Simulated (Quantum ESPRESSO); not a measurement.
Crystal: GaSb3.

```
Sb Ga
1.0
     0.00000    3.73060    3.73060
     3.73060    0.00000    3.73060
     3.73060    3.73060    0.00000
Sb Ga
3 1
Direct
  0.50000 0.50000 0.50000
  0.75000 0.75000 0.75000
  0.25000 0.25000 0.25000
  0.00000 0.00000 0.00000
```

The cell comes from a database or a generator and needn't be the stable form of this composition.

| Item | Value |
| --- | --- |
| Program | Quantum ESPRESSO 7.5 |
| Task | single point |
| Functional | PBEsol |
| Potentials or basis | GBRV 1.5 PBEsol |
| Cutoff | 762 eV |
| Density cutoff | 6095 eV |
| k mesh | 6 × 6 × 6 |
| Occupations | fermi-dirac, width 0.05 eV |
| Spin | no spin polarisation |

On this cell: pressure -3.3 GPa; largest force zero by symmetry; band gap on the k mesh none (metal or under the smearing width).

The same run follows on a disturbed copy (atoms moved at random, drawn with an rms of 0.05 Å):

```
Sb Ga
1.0
     0.00000    3.73060    3.73060
     3.73060    0.00000    3.73060
     3.73060    3.73060    0.00000
Sb Ga
3 1
Direct
  0.50031 0.50350 0.49744
  0.75419 0.75328 0.75013
  0.24185 0.26492 0.25236
  0.00685 0.00417 0.99441
```

Task: What changes?

Result: The energy (extrapolated to zero smearing) moves by +0.2 meV/atom; pressure -3.3 GPa; largest force 0.045 eV/Å; band gap on the k mesh none (metal or under the smearing width).

Forces in eV/Å, atoms in the order of the input:
```
Sb  -0.005  0.012  0.019
Sb   0.038 -0.024 -0.008
Sb  -0.026  0.019  0.002
Ga  -0.007 -0.007 -0.013
```

Stress tensor (GPa, compression positive):
```
-3.35 -0.01 -0.28
-0.01 -3.34  0.39
-0.28  0.39 -3.36
```
